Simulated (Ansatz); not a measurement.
**BFH₄OSi: how energies converge with the basis set**

An exercise on one series of results from a longer session: the logs are not shown, and one member is left open.

Program: Ansatz 0.2.0, Gaussian basis. Level of theory: one geometry, several basis sets. These are calculated values, not measurements.

The runs, in order: PBE0-D4/def2-SVP; ωB97M-V/def2-SVP; PBE0-D4/def2-QZVPP; ωB97M-V/def2-QZVPP; CCSD(T)/cc-pV(D+d)Z; CCSD(T)/cc-pV(T+d)Z; CCSD(T)/cc-pV(Q+d)Z; the functionals' def2-TZVPP values are taken from earlier runs.

## Structure used throughout

The geometry comes from an earlier relaxation with PBE0-D4 in a triple-zeta def2 set; it is a stationary point, not always the lowest conformer.

SMILES `FBO[SiH3]`, 8 atoms, charge 0, spin multiplicity 1.

Atoms are counted from 1 here; the program's logs count them from 0.

Bond lengths: F1–B2 1.324 Å, B2–O3 1.342 Å, B2–H5 1.198 Å, O3–Si4 1.655 Å, Si4–H6 1.481 Å, Si4–H7 1.485 Å, Si4–H8 1.481 Å. Angles: F1–B2–O3 118.3°, F1–B2–H5 118.6°, O3–B2–H5 123.1°, B2–O3–Si4 134.0°, O3–Si4–H6 108.0°, O3–Si4–H7 110.1°, O3–Si4–H8 108.0°, H6–Si4–H7 110.3°, H6–Si4–H8 110.2°, H7–Si4–H8 110.3°.

The first run:

in.yaml reads:

```yaml
crystal:
  periodic: [false, false, false]
  atoms:
    - {symbol: F, position_ang: [-1.599390, -1.699161, 1.426067]}
    - {symbol: B, position_ang: [-0.685357, -0.787650, 1.132975]}
    - {symbol: O, position_ang: [-0.487466, -0.477079, -0.157613]}
    - {symbol: Si, position_ang: [0.521000, 0.572777, -0.945448]}
    - {symbol: H, position_ang: [-0.075329, -0.278522, 2.029773]}
    - {symbol: H, position_ang: [-0.317111, 1.531029, -1.702391]}
    - {symbol: H, position_ang: [1.370707, 1.295658, 0.034572]}
    - {symbol: H, position_ang: [1.365045, -0.214251, -1.873734]}
basis:
  gaussian: {orbitals: def2-SVP}
hamiltonian: {xc: pbe0, dispersion: d4}
output: {orbitals: {seedname: orbitals}}
```

Started as:

```console
> ansatz run in.yaml --threads 2 --pin off --events-out ev --progress --plain --max-ram 32768MiB --backend cpu
```

Steps of the session up to this table: PBE0-D4 in def2-SVP; ωB97M-V in def2-SVP; PBE0-D4 in def2-QZVPP; ωB97M-V in def2-QZVPP.

One of the session's tables, all rows but one given; the rest of the session is left out.

| functional | basis | HOMO (eV) | LUMO (eV) |
| --- | --- | --- | --- |
| PBE0-D4 | def2-SVP | -9.37 | 0.45 |
| PBE0-D4 | def2-TZVPP | ? | ? |
| PBE0-D4 | def2-QZVPP | -9.46 | -0.13 |
| ωB97M-V | def2-SVP | -11.67 | 2.50 |
| ωB97M-V | def2-TZVPP | -11.79 | 1.69 |
| ωB97M-V | def2-QZVPP | -11.80 | 1.30 |

Estimate the missing values for PBE0-D4, def2-TZVPP.

The run gave: HOMO (eV): -9.44; LUMO (eV): 0.02. In the column «HOMO (eV)» it lies between PBE0-D4, def2-QZVPP (-9.46) and PBE0-D4, def2-SVP (-9.37).
